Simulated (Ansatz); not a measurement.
# LaAgS2: the cost of one run

Method: DFT, plane waves, PAW, no spin polarisation, in Ansatz 0.2.0.

**1. Starting point**

The cell holds 16 atoms (Ag4La4S8): a = 8.260 Å, b = 8.260 Å, c = 5.605 Å, α = 90.00°, β = 90.00°, γ = 90.00°.

As a file:

```xyz
16
Lattice="8.2600 0.0000 0.0000 0.0000 8.2600 0.0000 0.0000 0.0000 5.6049" Properties=species:S:1:pos:R:3 pbc="T T T"
Ag    0.0000    0.0000    0.0000
S     0.0000    0.0000    2.8024
La    2.0650    2.0650    2.8024
S     2.0650    2.0650    0.0000
Ag    0.0000    4.1300    0.0000
S     0.0000    4.1300    2.8024
La    2.0650    6.1950    2.8024
S     2.0650    6.1950    0.0000
Ag    4.1300    0.0000    0.0000
S     4.1300    0.0000    2.8024
La    6.1950    2.0650    2.8024
S     6.1950    2.0650    0.0000
Ag    4.1300    4.1300    0.0000
S     4.1300    4.1300    2.8024
La    6.1950    6.1950    2.8024
S     6.1950    6.1950    0.0000
```

**2. Run 1: PBEsol**

File input.yaml:

```yaml
crystal:
  lattice:
    - [8.2600434278, 0.0, 0.0]
    - [0.0, 8.2600434278, 0.0]
    - [0.0, 0.0, 5.6048983143]
  atoms:
    - { symbol: Ag, position: [0.0, 0.0, 0.0] }
    - { symbol: S, position: [0.0, 0.0, 0.5] }
    - { symbol: La, position: [0.25, 0.25, 0.5] }
    - { symbol: S, position: [0.25, 0.25, 0.0] }
    - { symbol: Ag, position: [0.0, 0.5, 0.0] }
    - { symbol: S, position: [0.0, 0.5, 0.5] }
    - { symbol: La, position: [0.25, 0.75, 0.5] }
    - { symbol: S, position: [0.25, 0.75, 0.0] }
    - { symbol: Ag, position: [0.5, 0.0, 0.0] }
    - { symbol: S, position: [0.5, 0.0, 0.5] }
    - { symbol: La, position: [0.75, 0.25, 0.5] }
    - { symbol: S, position: [0.75, 0.25, 0.0] }
    - { symbol: Ag, position: [0.5, 0.5, 0.0] }
    - { symbol: S, position: [0.5, 0.5, 0.5] }
    - { symbol: La, position: [0.75, 0.75, 0.5] }
    - { symbol: S, position: [0.75, 0.75, 0.0] }
kpoints:
  mp_grid: { grid: [2, 2, 2] }
hamiltonian:
  xc: pbesol
scf:
  occupations: { method: fermi_dirac, width: 0.02 }
md:
  ensemble: npt_langevin
  temperature: 200
  timestep: 1.0
  n_steps: 20
  initial_velocities: maxwell_boltzmann
  seed: 1237
```

Run with:

```sh
> ansatz run input.yaml --threads 4 --pin off --max-ram 3686MiB --backend cpu --events-out ev --progress --plain --runs-dir out
```

**Question.** How long does this run take on 4 threads of Arm Neoverse V2, shared host, and how much memory does it need?

About 71 s, with a peak of 1.5 GiB.
